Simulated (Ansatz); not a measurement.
## Nb₃In, space group Pm-3n: a scan of one input key, step by step

Program: Ansatz's Python interface.

Contents of `nb3in.xyz`:
```text
8
Lattice="5.303 0.0 0.0 0.0 5.303 0.0 0.0 0.0 5.303" Properties=species:S:1:pos:R:3 pbc="T T T"
Nb    1.32575000    0.00000000    2.65150000
Nb    2.65150000    3.97725000    0.00000000
Nb    3.97725000    0.00000000    2.65150000
Nb    2.65150000    1.32575000    0.00000000
Nb    0.00000000    2.65150000    3.97725000
Nb    0.00000000    2.65150000    1.32575000
In    0.00000000    0.00000000    0.00000000
In    2.65150000    2.65150000    2.65150000
```

The cells in order, each with its output:

**Cell 1**
```python
import ansatz as az
import pandas as pd
```

**Cell 2**
```python
system = az.Crystal.from_extxyz('nb3in.xyz')

[site.symbol for site in system.resolved().sites]
```
Output:
```text
['Nb', 'Nb', 'Nb', 'Nb', 'Nb', 'Nb', 'In', 'In']
```

**Cell 3**
```python
setup = system.calculation()
setup = setup.functional('LDA').basis(420)
setup = setup.kpoints(5)
setup = setup.occupations('cold')
setup = setup.band_table()
typed = setup.input()
rows = []
for value in [0.1, 0.3, 0.6]:
    edited = typed.set(az.key.scf.mixing.beta, value)
    rep = az.Session.from_dict(edited).plan().execute().report
    rows.append((value, rep['free_energy_ev'], rep['n_iterations'], len(rep['eigenvalues_ev'][0]) if 'eigenvalues_ev' in rep else 0))
print(pd.DataFrame(rows, columns=['beta', 'F eV', 'iterations', 'bands listed']).round(4).to_string(index=False))
```
Output:
```text
 beta        F eV  iterations  bands listed
  0.1 -37569.9107           7            63
  0.3 -37569.9107           6            63
  0.6 -37569.9107           6            63
```

Total energies depend on the potentials; only differences at equal settings carry meaning. A total without «per atom» is that of the cell as typed. For a metal this k-point mesh is coarse: on a finer one energies can move by several to tens of meV an atom and pressures by half a GPa or more, differences at one mesh by less. The starting cell is as deposited in a crystallographic database; the results hold for this polymorph, which needn't be the stable one. Timing: 27 s on 1 thread of Arm Neoverse N1, on a shared host, peak memory 0.51 GiB.
